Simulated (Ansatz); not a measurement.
# ScAl2Sb2As: one candidate of a structure search

Where does this trial cell of ScAl2Sb2As go when cell and atoms are let free?

Method: DFT PBE, scalar-relativistic, plane waves, PAW, in Ansatz 0.2.0.

## 1. Starting point

It takes space group Cmmm (No. 65, orthorhombic). The conventional cell has a = 6.502 Å, b = 10.978 Å, c = 3.476 Å, α = 90.00°, β = 90.00°, γ = 90.00°. Sc (site symmetry mmm) is surrounded by 2 Sc at 3.48 Å and 6 Sb at 3.60 to 3.76 Å and 8 Al at 3.63 Å and 4 As at 3.69 Å. Around Al (site symmetry 2/m) lie 4 Sb at 2.53 Å. Sb (site symmetry m2m) is surrounded by 4 Al at 2.53 Å and 2 As at 2.56 Å. Around As (site symmetry mmm) lie 4 Sb at 2.56 Å and 4 Al at 3.19 Å and 4 Sc at 3.69 Å.

Structure file:

```
Sc Al Sb As
1.0
     3.25105   -5.48883    0.00000
     3.25105    5.48883    0.00000
     0.00000    0.00000    3.47566
Sc Al Sb As
1 2 2 1
Direct
  0.00000 0.00000 0.00000
  0.50000 0.00000 0.50000
  0.00000 0.50000 0.50000
  0.67171 0.32829 0.00000
  0.32829 0.67171 0.00000
  0.50000 0.50000 0.50000
```

The cell is invented: species swapped into a database cell of CeB2Ru2Rh (Cmmm, No. 65), with Sc on the Ce sites, Sb on the B sites, Al on the Ru sites and As on the Rh sites. Its size is a rough estimate.

## 2. The guess as it stands, on a coarse mesh

File input.yaml:

```yaml
crystal:
  lattice:
    - [3.25105211, -5.48882932, 0.0]
    - [3.25105211, 5.48882932, 0.0]
    - [0.0, 0.0, 3.47566407]
  atoms:
    - { symbol: Sc, position: [0.0, 0.0, 0.0] }
    - { symbol: Al, position: [0.5, 0.0, 0.5] }
    - { symbol: Al, position: [0.0, 0.5, 0.5] }
    - { symbol: Sb, position: [0.671709, 0.328291, 0.0] }
    - { symbol: Sb, position: [0.328291, 0.671709, 0.0] }
    - { symbol: As, position: [0.5, 0.5, 0.5] }
basis:
  ecutwfc: 420
kpoints:
  mp_grid: { grid: [4, 4, 6] }
hamiltonian:
  xc: pbe
scf:
  occupations: { method: gaussian, width: 0.1 }
  lower_state_search: "off"
output:
  forces: true
  stress: true
  eigenvalues: true
```

Started as:

```
> ansatz run input.yaml --threads 1 --pin off --max-ram 2560MiB --backend cpu --events-out ev --progress --plain --runs-dir out
```

The session goes on with these runs: coarse relaxation; spin check on a coarse mesh; relaxation on the finer mesh.

What does the calculation give? Wanted: conventional cell; volume; energy over the elements; gap on the mesh.

**Answer**, as computed:

| quantity | value |
| --- | --- |
| symmetry at the end (tolerance 0.05 Å) | space group Cmmm (No. 65) |
| conventional cell | a = 7.840 Å, b = 9.692 Å, c = 4.107 Å, α = 90.00°, β = 90.00°, γ = 90.00° |
| volume | 26.01 Å³/atom |
| energy over the elements | +0.28 eV/atom |
| gap on the mesh | none (metal) |

The space group Cmmm (No. 65) is kept, and the volume per atom grows by 25.8 % from the first guess. The formation energy is positive, so the separate elements lie lower. No finished test with a distortion of lower symmetry is shown, so the end may be a saddle point. Spin-orbit coupling is left out for Sb. Other magnetic orders were not searched.
